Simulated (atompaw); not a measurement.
# Pseudopotential generation for Ga: PAW (atompaw), PBE

Do these settings give a usable potential? It is generated, then checked for scattering, ghosts and hardness.

Program: atompaw 4.2.0.5. Reference atom: PBE, scalar-relativistic, spherical and spin-unpolarised. All values are calculated.

**1. The design**

Typed settings, in words:

```
element                 : gallium (Ga, Z = 31)
type                    : PAW
frozen core             : [Ar]
valence charge          : 13
reference configuration : 3d10 4s2 4p1
partial waves           : 4s (bound): rc 2.70 bohr; 4s channel at 0.85 Ry: rc 2.70 bohr; 4p (bound): rc 2.70 bohr; 4p channel at 1.5 Ry: rc 2.70 bohr; 3d (bound): rc 0.65 bohr; 3d channel at -0.65 Ry: rc 0.65 bohr
local potential         : troulliermartins scheme with l = 3 at 1 Ry, radius 2.40 bohr
core correction         : smooth core density matched at 2.40 bohr
augmentation charge     : sinc compensation charge, radius 2.35 bohr; PAW radius 2.70 bohr; waves and projectors: custom rrkj gramschmidtortho
```

The nodes and maxima of the atom's own shells, from an earlier all-electron run, set the scale for the radii.

All-electron outer shells of the reference configuration (PBE, scalar-relativistic, ld1.x):

```json
{"shell": "3s", "level (eV)": "-148.13", "outermost node (bohr)": "0.27", "outermost maximum (bohr)": "0.56"}
{"shell": "3p", "level (eV)": "-98.86", "outermost node (bohr)": "0.24", "outermost maximum (bohr)": "0.56"}
{"shell": "3d", "level (eV)": "-19.15", "outermost node (bohr)": "–", "outermost maximum (bohr)": "0.53"}
{"shell": "4s", "level (eV)": "-8.95", "outermost node (bohr)": "0.81", "outermost maximum (bohr)": "1.90"}
{"shell": "4p", "level (eV)": "-2.58", "outermost node (bohr)": "0.87", "outermost maximum (bohr)": "2.53"}
```

**2. Generation**

Ga.input reads:

```
Ga 31
GGA-PBE scalarrelativistic loggrid 1500 logderivrange -3 5 201
4 4 3 0 0 0
4 1 1
0 0 0
c
c
c
v
c
c
v
v
2
2.70 2.35 2.40 2.40
y
0.85
n
y
1.5
n
y
-0.65
n
custom rrkj gramschmidtortho sinc
3 1 troulliermartins
2.70
2.70
2.70
2.70
0.65
0.65
PWSCFOUT
UPFDX 0.0125d0 UPFXMIN -7.d0 UPFZMESH 31.d0
END
```

Started as:

```
atompaw < Ga.input > Ga.log
```

Q: Predict the outcome of this session. Wanted: cutoffs for 10 and 1 mRy, occupied levels; bound ghosts; largest phase difference near zero energy, channels read; lowest eigenvalue of the overlap; share of valence orbitals outside the PAW sphere; UPF file.

The runs gave:

| quantity | value |
| --- | --- |
| cutoffs for 10 and 1 mRy, occupied levels | over 300 Ry and over 300 Ry |
| bound ghosts | none found |
| largest phase difference near zero energy, channels read | 0.003 rad |
| lowest eigenvalue of the overlap (Bessel basis) | 0.375 (s) |
| share of valence orbitals outside the PAW sphere | 4s 29 %, 4p 63 %, 3d 0 % |
| UPF file | written |

**Reading.** It counts as very hard, with over 300 Ry needed at the looser tolerance. The slowest occupied level is 3d: taken alone it needs over 300 Ry to come within 1 mRy, against 8 Ry for 4p. It is free of bound ghosts as far as tested. Near zero energy the phases of the channels with partial waves agree within 0.003 rad. All of this concerns the isolated atom, not yet a solid.
